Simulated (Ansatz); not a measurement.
Ta3N in Ansatz: the effect of functional

Ta3N:

```xyz
4
Lattice="3.0721 0.0000 0.0000 -1.5361 2.6605 0.0000 0.0000 0.0000 7.6232" Properties=species:S:1:pos:R:3 pbc="T T T"
Ta    1.5361    0.8868    6.2973
Ta    0.0000    1.7737    1.3259
Ta    0.0000    0.0000    3.8116
N     0.0000    0.0000    0.0000
```

The cell comes from a database or a generator and needn't be the stable form of this composition.

The cell isn't the ideal one: volume scaled by 1.04.

Alike in all runs:

- Program: Ansatz 0.2.0
- Task: single point
- Potentials or basis: Ansatz PAW
- k mesh: 10 × 10 × 4
- Occupations: fermi-dirac, width 0.05 eV
- Spin: no spin polarisation

| functional | cutoff | pressure (GPa) | largest force (eV/Å) |
| --- | --- | --- | --- |
| LDA | 420 eV (not typed: the program's choice for these potentials) | ? | ? |
| r2SCAN | 500 eV (not typed: the program's choice for these potentials) | -12.9 | 0.29 |
| PBE | 420 eV (not typed: the program's choice for these potentials) | -9.6 | 0.35 |

Problem. What does the run with functional LDA give?

Solution. Pressure -21.3 GPa; largest force 0.74 eV/Å.

Caveats: the PAW data sets come from PBE, with cores solved anew for the run's functional, which leaves a small shift of forces and pressure (some runs).
